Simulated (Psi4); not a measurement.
# One shape, several levels: doublet BHSClF+

Wanted: a comparison of 3 runs (UBLYP/def2-SVPD, UM06-L/def2-SVPD, UTPSS/def2-SVPD) of doublet BHSClF+. 

The calculation is run with Psi4 1.11.

1 further run of the same task is left out (set aside as unsound or not needed).

## Step 1: The molecule

The species is BHSClF+ (5 atoms), meant as a doublet with charge +1. SMILES of the parent species: `FB(S)Cl`. Geometry: relaxed at PBE0-D4/def2-TZVP. This is one conformer, not always the lowest. That shape belongs to the parent species and isn't relaxed for this state.

Bond lengths: F1–B2 1.319 Å, B2–S3 1.794 Å, B2–Cl4 1.749 Å, S3–H5 1.344 Å. Angles: F1–B2–S3 121.9°, F1–B2–Cl4 118.8°, S3–B2–Cl4 119.3°, B2–S3–H5 95.1°.

## Step 2: Energy and forces at UBLYP/def2-SVPD (run 1)

Input file bclfhs.json:

```json
{
  "schema_name": "qcschema_input",
  "schema_version": 1,
  "molecule": {
    "schema_name": "qcschema_molecule",
    "schema_version": 2,
    "symbols": ["F", "B", "S", "Cl", "H"],
    "geometry": [-1.00155485, -2.20436552, 1.35096521, -0.80332258, -0.28534864, -0.22601124, 2.0023538, 1.60815693, -0.39873221, -3.35672052, 0.42405454, -2.20153094, 3.25354147, 0.31841885, 1.39688555],
    "molecular_charge": 1,
    "molecular_multiplicity": 2,
    "fix_symmetry": "c1"
  },
  "driver": "gradient",
  "model": {
    "method": "blyp",
    "basis": "def2-SVPD"
  },
  "keywords": {
    "reference": "uks",
    "puream": true,
    "e_convergence": 1e-09,
    "d_convergence": 1e-08,
    "scf_type": "pk",
    "dft_radial_points": 99,
    "dft_spherical_points": 590,
    "maxiter": 200
  }
}
```

Command:

```
$ psi4 --qcschema bclfhs.json -n 1 --memory 1600MB
```

stdout:

```text
[...]
  Running in c1 symmetry.
[...]
  Nuclear repulsion =  184.437112368084115
[...]
  Multiplicity = 2
[...]
  Nalpha       = 24
  Nbeta        = 23
[...]
    Number of basis functions: 105
[...]
   @UKS iter   1:  -982.98164300006806    3.38270e-01   4.16933e-03 ADIIS/DIIS
[...]
   @UKS iter  15:  -983.06067809408762   -4.54747e-13   7.79788e-09 DIIS
[...]
   @S^2 Observed:                7.538726445E-01
[...]
    Orbital Energies [Eh]
    ---------------------
    Alpha Occupied:
       1A   -100.983427     2A    -88.446279     3A    -24.546727
       4A     -9.444571     5A     -8.016360     6A     -7.279715
       7A     -7.279658     8A     -7.271065     9A     -6.905225
      10A     -6.053843    11A     -6.048377    12A     -6.043884
      13A     -1.328850    14A     -1.020303    15A     -0.983970
      16A     -0.724862    17A     -0.695162    18A     -0.658472
      19A     -0.642046    20A     -0.615973    21A     -0.566358
      22A     -0.562187    23A     -0.542487    24A     -0.520907
    Alpha Virtual:
      25A     -0.295789    26A     -0.259428    27A     -0.213140
[...]
  @UKS Final Energy:  -983.06067809408762
   => Energetics <=
    Nuclear Repulsion Energy =            184.4371123680841151
    One-Electron Energy =               -1712.4563939444387870
    Two-Electron Energy =                 613.4304266990528731
    DFT Exchange-Correlation Energy =     -68.4718232167859213
    Empirical Dispersion Energy =           0.0000000000000000
    VV10 Nonlocal Energy =                  0.0000000000000000
    Total Energy =                       -983.0606780940876206
[...]
 Multipole Moments:
 ------------------------------------------------------------------------------------
     Multipole            Electronic (a.u.)      Nuclear  (a.u.)        Total (a.u.)
 ------------------------------------------------------------------------------------
 L = 1.  Multiply by 2.5417464519 to convert [e a0] to [Debye]
 Dipole X            :         -2.0435092            3.3949842            1.3514749
 Dipole Y            :         -0.7919877            1.4345763            0.6425886
 Dipole Z            :         -0.3894979            0.5429553            0.1534574
 Magnitude           :                                                    1.5043117
[...]
  -Total Gradient:
     Atom            X                  Y                   Z
    ------   -----------------  -----------------  -----------------
       1       -0.006728504026    -0.003780469739    -0.000255189484
       2        0.036141112239     0.031688604608    -0.008605500643
       3       -0.020985947795    -0.029227833819     0.014513932134
       4        0.001922938622    -0.006685202792     0.006870909380
       5       -0.010351763741     0.008006144755    -0.012526397489
[...]
```

The result, in JSON:

```text
{
 "driver": "gradient",
 "model": {
  "method": "blyp",
  "basis": "def2-SVPD"
 },
 "success": true,
 "return_result": [-0.006728504025653739, -0.0037804697393769016, -0.00025518948352459825, 0.03614111223879967, 0.03168860460822598, -0.008605500643106764, -0.020985947795184534, -0.029227833818793014, 0.01451393213373639, 0.0019229386217008426, -0.00668520279192443, 0.0068709093796489595, -0.010351763741485165, 0.008006144755340547, -0.01252639748884446],
 "properties": {
  "calcinfo_nbasis": 105,
  "calcinfo_nmo": 105,
  "calcinfo_nalpha": 24,
  "calcinfo_nbeta": 23,
  "calcinfo_natom": 5,
  "nuclear_repulsion_energy": 184.43711236808412,
  "return_energy": -983.0606780940876,
  "return_gradient": [-0.006728504025653739, -0.0037804697393769016, -0.00025518948352459825, 0.03614111223879967, 0.03168860460822598, -0.008605500643106764, -0.020985947795184534, -0.029227833818793014, 0.01451393213373639, 0.0019229386217008426, -0.00668520279192443, 0.0068709093796489595, -0.010351763741485165, 0.008006144755340547, -0.01252639748884446],
  "scf_one_electron_energy": -1712.4563939444388,
  "scf_two_electron_energy": 613.4304266990529,
  "scf_xc_energy": -68.47182321678592,
  "scf_dipole_moment": [1.3514749374496984, 0.6425886400398959, 0.15345735858133236],
  "scf_total_energy": -983.0606780940876,
  "scf_total_gradient": [-0.006728504025653739, -0.0037804697393769016, -0.00025518948352459825, 0.03614111223879967, 0.03168860460822598, -0.008605500643106764, -0.020985947795184534, -0.029227833818793014, 0.01451393213373639, 0.0019229386217008426, -0.00668520279192443, 0.0068709093796489595, -0.010351763741485165, 0.008006144755340547, -0.01252639748884446],
  "scf_iterations": 15
 }
}
```

It took 24 s on 1 thread of Intel Xeon 6975P-C (Granite Rapids), shared host; peak memory 0.64 GiB.

## Step 3: Energy and gradient at UM06-L/def2-SVPD (run 2)

Input file calc.py:

```python
import psi4

psi4.set_memory(1600000000)
psi4.set_num_threads(1)
psi4.core.set_output_file('output.dat', False)

mol = psi4.geometry("""
1 2
F     -0.530000    -1.166500     0.714900
B     -0.425100    -0.151000    -0.119600
S      1.059600     0.851000    -0.211000
Cl    -1.776300     0.224400    -1.165000
H      1.721700     0.168500     0.739200
symmetry c1
no_reorient
no_com
""")

psi4.set_options({
    'reference': 'uks',
    'puream': True,
    'e_convergence': 1e-09,
    'd_convergence': 1e-08,
    'scf_type': 'pk',
    'dft_radial_points': 99,
    'dft_spherical_points': 590,
    'maxiter': 200,
})

result = psi4.gradient('m06-l/def2-SVPD')
print('gradient / Eh bohr^-1')
print(result.np.round(6))
```

Command:

```
$ python calc.py
```

output.dat:

```text
[...]
  Running in c1 symmetry.
[...]
  Nuclear repulsion =  184.437112351664581
[...]
  Multiplicity = 2
[...]
  Nalpha       = 24
  Nbeta        = 23
[...]
    Number of basis functions: 105
[...]
   @UKS iter   1:  -982.99960113292821    2.76751e-01   3.87989e-03 DIIS/ADIIS
[...]
   @UKS iter  15:  -983.06449701060183   -1.81899e-12   4.12995e-09 DIIS
[...]
   @S^2 Observed:                7.554868335E-01
[...]
    Orbital Energies [Eh]
    ---------------------
    Alpha Occupied:
       1A   -101.408201     2A    -88.865330     3A    -24.755860
       4A     -9.672004     5A     -8.252773     6A     -7.382096
       7A     -7.380550     8A     -7.373358     9A     -7.022330
      10A     -6.170273    11A     -6.163526    12A     -6.159078
      13A     -1.419216    14A     -1.060266    15A     -1.030368
      16A     -0.753955    17A     -0.723186    18A     -0.680061
      19A     -0.663200    20A     -0.639717    21A     -0.592767
      22A     -0.584370    23A     -0.557457    24A     -0.534759
    Alpha Virtual:
      25A     -0.290196    26A     -0.260516    27A     -0.201701
[...]
  @UKS Final Energy:  -983.06449701060183
   => Energetics <=
    Nuclear Repulsion Energy =            184.4371123516645810
    One-Electron Energy =               -1712.6999698945865021
    Two-Electron Energy =                 613.7313051348926365
    DFT Exchange-Correlation Energy =     -68.5329446025725275
    Empirical Dispersion Energy =           0.0000000000000000
    VV10 Nonlocal Energy =                  0.0000000000000000
    Total Energy =                       -983.0644970106018263
[...]
 Multipole Moments:
 ------------------------------------------------------------------------------------
     Multipole            Electronic (a.u.)      Nuclear  (a.u.)        Total (a.u.)
 ------------------------------------------------------------------------------------
 L = 1.  Multiply by 2.5417464519 to convert [e a0] to [Debye]
 Dipole X            :         35.5466759          -34.8036530            0.7430229
 Dipole Y            :        -11.1091991           11.9918240            0.8826250
 Dipole Z            :         30.9503494          -31.3802251           -0.4298758
 Magnitude           :                                                    1.2312201
[...]
  -Total Gradient:
     Atom            X                  Y                   Z
    ------   -----------------  -----------------  -----------------
       1       -0.009881332426    -0.016423447863     0.009154181487
       2        0.048418845240     0.038202401722    -0.007805232865
       3       -0.019507766231    -0.023308500040     0.010102854247
       4       -0.011581369691    -0.003890847516    -0.002736796896
       5       -0.007488324136     0.005253264584    -0.008587669516
[...]
```

The script printed:

```text
gradient / Eh bohr^-1
[[-0.009881 -0.016423  0.009154]
 [ 0.048419  0.038202 -0.007805]
 [-0.019508 -0.023309  0.010103]
 [-0.011581 -0.003891 -0.002737]
 [-0.007488  0.005253 -0.008588]]
```

Run time: 40 s. Hardware: 1 thread of Intel Xeon 6975P-C (Granite Rapids), shared host; peak memory 0.65 GiB.

## Step 4: Energy and gradient at UTPSS/def2-SVPD (run 3)

Input file run.py:

```python
import psi4

psi4.set_memory('1600 MB')
psi4.set_num_threads(1)
psi4.set_output_file('bclfhs.out', False)

m = psi4.geometry("""
1 2
F     -0.530000    -1.166500     0.714900
B     -0.425100    -0.151000    -0.119600
S      1.059600     0.851000    -0.211000
Cl    -1.776300     0.224400    -1.165000
H      1.721700     0.168500     0.739200
units angstrom
symmetry c1
""")

psi4.set_options({
    'basis': 'def2-SVPD',
    'reference': 'uks',
    'puream': True,
    'e_convergence': 1e-09,
    'd_convergence': 1e-08,
    'scf_type': 'pk',
    'dft_radial_points': 99,
    'dft_spherical_points': 590,
    'maxiter': 200,
})

e, wfn = psi4.gradient('TPSS', molecule=m, return_wfn=True)
psi4.oeprop(wfn, 'LOWDIN_CHARGES', 'QUADRUPOLE', 'MAYER_INDICES')
print('gradient / Eh bohr^-1')
print(e.np.round(6))
print(f'energy = {wfn.energy():.10f} Eh')
for k, v in sorted(psi4.core.scalar_variables().items()):
    print(f'{k:45s} {v:18.10f}')
```

Command:

```
$ python run.py
```

bclfhs.out (excerpt; [...] marks lines left out):

```text
[...]
  Running in c1 symmetry.
[...]
  Nuclear repulsion =  184.437112351664581
[...]
  Multiplicity = 2
[...]
  Nalpha       = 24
  Nbeta        = 23
[...]
    Number of basis functions: 105
[...]
   @UKS iter   1:  -983.07062403741236    3.19876e-01   3.81930e-03 DIIS/ADIIS
[...]
   @UKS iter  15:  -983.13628158470738   -1.13687e-12   6.80526e-09 DIIS
[...]
   @S^2 Observed:                7.556050298E-01
[...]
  @UKS Final Energy:  -983.13628158470738
   => Energetics <=
    Nuclear Repulsion Energy =            184.4371123516645810
    One-Electron Energy =               -1712.4791792342421104
    Two-Electron Energy =                 613.4665396538302957
    DFT Exchange-Correlation Energy =     -68.5607543559601567
    Empirical Dispersion Energy =           0.0000000000000000
    VV10 Nonlocal Energy =                  0.0000000000000000
    Total Energy =                       -983.1362815847073762
[...]
  -Total Gradient:
     Atom            X                  Y                   Z
    ------   -----------------  -----------------  -----------------
       1       -0.007854972901    -0.006813129573     0.001805051848
       2        0.041629644410     0.031965892042    -0.005938663849
       3       -0.020717033567    -0.025793814216     0.011641764616
       4       -0.004249479502    -0.005434338465     0.002503164888
       5       -0.008806530514     0.006072506103    -0.010007883993
[...]
 Multipole Moments:
 ------------------------------------------------------------------------------------
     Multipole            Electronic (a.u.)      Nuclear  (a.u.)        Total (a.u.)
 ------------------------------------------------------------------------------------
 L = 1.  Multiply by 2.5417464519 to convert [e a0] to [Debye]
 Dipole X            :         -1.9551185            3.3949842            1.4398657
 Dipole Y            :         -0.8002919            1.4345763            0.6342845
 Dipole Z            :         -0.3353468            0.5429553            0.2076085
 Magnitude           :                                                    1.5870196
 L = 2.  Multiply by 1.3450342976 to convert [e a0^2] to [Debye ang]
 Quadrupole XX       :       -268.4151584          253.5444698          -14.8706886
 Quadrupole XY       :        -56.9643019           58.1719442            1.2076423
[...]
```

Standard output:

```text
gradient / Eh bohr^-1
[[-0.007855 -0.006813  0.001805]
 [ 0.04163   0.031966 -0.005939]
 [-0.020717 -0.025794  0.011642]
 [-0.004249 -0.005434  0.002503]
 [-0.008807  0.006073 -0.010008]]
energy = -983.1362815847 Eh
CURRENT ENERGY                                   -983.1362815847
CURRENT REFERENCE ENERGY                         -983.1362815847
DD SOLVATION ENERGY                                 0.0000000000
DFT FUNCTIONAL TOTAL ENERGY                      -983.1362815847
DFT TOTAL ENERGY                                 -983.1362815847
DFT VV10 ENERGY                                     0.0000000000
DFT XC ENERGY                                     -68.5607543560
GRID ELECTRONS ALPHA                               23.9999999774
GRID ELECTRONS BETA                                22.9999999816
GRID ELECTRONS TOTAL                               46.9999999590
NUCLEAR REPULSION ENERGY                          184.4371123517
ONE-ELECTRON ENERGY                             -1712.4791792342
PCM POLARIZATION ENERGY                             0.0000000000
PE ENERGY                                           0.0000000000
SCF ITERATION ENERGY                             -983.1362815847
SCF ITERATIONS                                     15.0000000000
SCF TOTAL ENERGY                                 -983.1362815847
TWO-ELECTRON ENERGY                               613.4665396538
XC GRID RADIAL POINTS                              99.0000000000
XC GRID SPHERICAL POINTS                          590.0000000000
XC GRID TOTAL POINTS                           281493.0000000000
```

Run time: 48 s. Hardware: 1 thread of Intel Xeon 6975P-C (Granite Rapids), shared host; peak memory 0.65 GiB.

## Step 5: All runs side by side

| run | level | energy (Eh) | HOMO energy (eV) | LUMO energy (eV) | ⟨S²⟩ | wall time |
| --- | --- | --- | --- | --- | --- | --- |
| 1 | UBLYP/def2-SVPD | -983.060678 | -14.06 | -13.75 | 0.754 | 24 s |
| 2 | UM06-L/def2-SVPD | -983.064497 | -14.38 | -13.98 | 0.755 | 40 s |
| 3 | UTPSS/def2-SVPD | -983.136282 | -14.31 | -13.84 | 0.756 | 48 s |

## Step 6: Summary of results

```
                                 quantity          value
                      run 3: total energy  -983.13628 Eh
run 3: HOMO energy (highest over α and β)      -14.31 eV
 run 3: LUMO energy (lowest over α and β)      -13.84 eV
                              run 3: ⟨S²⟩          0.756
          run 3: largest force on an atom     2.716 eV/Å
```

Totals of different functionals can't be ranked against each other. All runs together took 1.9 min, the longest 48 s.
